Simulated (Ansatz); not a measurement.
# YAuC6N6: the cost of one run

Computed with Ansatz 0.2.0 (DFT PBE, scalar-relativistic, plane waves, PAW, unless a step's input says otherwise).

### Step 1. Starting point

The structure is cubic, space group Fm-3m (No. 225). The conventional cell has a = 10.567 Å, b = 10.567 Å, c = 10.567 Å, α = 90.00°, β = 90.00°, γ = 90.00°. Around Y (site symmetry m-3m) lie 6 C at 2.11 Å. Around C (site symmetry 4mm) lie 1 N at 1.17 Å. Au (site symmetry m-3m) has 6 N at 2.01 Å in its first shell of neighbours. N (site symmetry 4mm) is surrounded by 1 C at 1.17 Å and 1 Au at 2.01 Å.

Structure file:

```cif
data_structure
_symmetry_space_group_name_H-M 'Fm-3m'
_symmetry_Int_Tables_number 225
_cell_length_a 10.5670
_cell_length_b 10.5670
_cell_length_c 10.5670
_cell_angle_alpha 90.000
_cell_angle_beta 90.000
_cell_angle_gamma 90.000
_cell_volume 1179.93
loop_
_atom_site_label
_atom_site_type_symbol
_atom_site_symmetry_multiplicity
_atom_site_Wyckoff_symbol
_atom_site_fract_x
_atom_site_fract_y
_atom_site_fract_z
_atom_site_occupancy
Y1 Y 4 a 0.00000 0.00000 0.00000 1
C1 C 24 e 0.19930 0.00000 0.00000 1
Au1 Au 4 b 0.50000 0.00000 0.00000 1
N1 N 24 e 0.31002 0.00000 0.00000 1
```

Recipe of the guess: cyanide-bridged rock-salt net of two metals, 0 guest cations a cell (Fm-3m, No. 225). Lengths come from tabulated atomic sizes and are only a guess.

### Step 2. The guess as it stands, on a coarse mesh

File input.yaml:

```yaml
crystal:
  lattice:
    - [0.0, 5.2835, 5.2835]
    - [5.2835, 0.0, 5.2835]
    - [5.2835, 5.2835, 0.0]
  atoms:
    - { symbol: "Y", position: [0.0, 0.0, 0.0] }
    - { symbol: C, position: [0.80070029, 0.19929971, 0.19929971] }
    - { symbol: C, position: [0.19929971, 0.80070029, 0.19929971] }
    - { symbol: C, position: [0.19929971, 0.19929971, 0.80070029] }
    - { symbol: C, position: [0.19929971, 0.80070029, 0.80070029] }
    - { symbol: C, position: [0.80070029, 0.19929971, 0.80070029] }
    - { symbol: C, position: [0.80070029, 0.80070029, 0.19929971] }
    - { symbol: Au, position: [0.5, 0.5, 0.5] }
    - { symbol: "N", position: [0.68997823, 0.31002177, 0.31002177] }
    - { symbol: "N", position: [0.31002177, 0.68997823, 0.31002177] }
    - { symbol: "N", position: [0.31002177, 0.31002177, 0.68997823] }
    - { symbol: "N", position: [0.31002177, 0.68997823, 0.68997823] }
    - { symbol: "N", position: [0.68997823, 0.31002177, 0.68997823] }
    - { symbol: "N", position: [0.68997823, 0.68997823, 0.31002177] }
basis:
  ecutwfc: 420
kpoints:
  mp_grid: { grid: [4, 4, 4] }
hamiltonian:
  xc: pbe
scf:
  occupations: { method: gaussian, width: 0.1 }
  lower_state_search: "off"
output:
  forces: true
  stress: true
  eigenvalues: true
```

Command:

```bash
> ansatz run input.yaml --threads 1 --pin off --max-ram 2560MiB --backend cpu --events-out ev --progress --plain --runs-dir out
```

What time and memory should one allow on 1 thread of Intel Xeon Platinum 8259CL at 2.50GHz (Skylake/Cascade Lake), shared host?

About 9.2 s, with a peak of 0.63 GiB.
